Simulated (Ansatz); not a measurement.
Write a Python script for Ansatz's Python interface that makes a rigid scan of one bond angle of CH4Se, SMILES C[SeH]. Level of theory (for the species named): CAM-B3LYP, def2-TZVP basis, multiplicity 1.

| atom | x (Å) | y (Å) | z (Å) |
| --- | --- | --- | --- |
| C | -0.1338 | -0.3597 | -0.3973 |
| Se | 0.8519 | 0.2680 | 1.1726 |
| H | -1.1946 | -0.4058 | -0.1672 |
| H | 0.2413 | -1.3547 | -0.6224 |
| H | 0.0547 | 0.3057 | -1.2351 |
| H | 0.1805 | 1.5465 | 1.2494 |

`bend.py`
```python
"""Energy of CH4Se against one bond angle."""

import ansatz
from ase import Atoms


def main() -> None:
    atoms = Atoms(["C", "Se", "H", "H", "H", "H"], positions=[
        [-0.13377, -0.35969, -0.39732],
        [0.85187, 0.26803, 1.1726],
        [-1.19457, -0.40581, -0.16723],
        [0.24127, -1.35473, -0.62238],
        [0.05474, 0.30572, -1.23506],
        [0.18047, 1.54648, 1.2494],
    ])

    # start the scan from a relaxed geometry
    first = ansatz.Crystal.molecule_from_ase(atoms).calculation()
    first = first.basis(gaussian="def2-TZVP")
    first = first.functional("cam_b3lyp")
    first = first.relax(force_tolerance=0.02, max_steps=80)
    atoms.positions = first.run(threads=1, backend="cpu").report["positions_ang"]

    rows = []
    for angle in [85, 95, 105, 115, 125, 140, 160]:
        bent = atoms.copy()
        bent.set_angle(0, 1, 5, angle, indices=[5])
        job = (
            ansatz.Crystal.molecule_from_ase(bent).calculation()
            .basis(gaussian="def2-TZVP")
            .functional("cam_b3lyp")
        )
        rows.append((angle, job.run(threads=1, backend="cpu").report["free_energy_ev"]))
    floor = min(e for _, e in rows)
    for angle, e in rows:
        print(f"angle C0-Se1-H5 = {angle:3d} deg   {1000 * (e - floor):9.1f} meV")


if __name__ == "__main__":
    main()
```

```console
$ python bend.py
angle C0-Se1-H5 =  85 deg        89.7 meV
angle C0-Se1-H5 =  95 deg         0.0 meV
angle C0-Se1-H5 = 105 deg        65.6 meV
angle C0-Se1-H5 = 115 deg       270.4 meV
angle C0-Se1-H5 = 125 deg       601.0 meV
angle C0-Se1-H5 = 140 deg      1301.7 meV
angle C0-Se1-H5 = 160 deg      2485.9 meV
```

Notes:
- The settings weren't tested for convergence.
- The scan is rigid, and the energies are electronic, in a modest basis. The zero is the lowest point of the grid, which needn't be the minimum.
- Hardware and time: 31 s on 1 thread of Arm Neoverse V1, with other jobs on the host, peak memory 0.27 GiB.
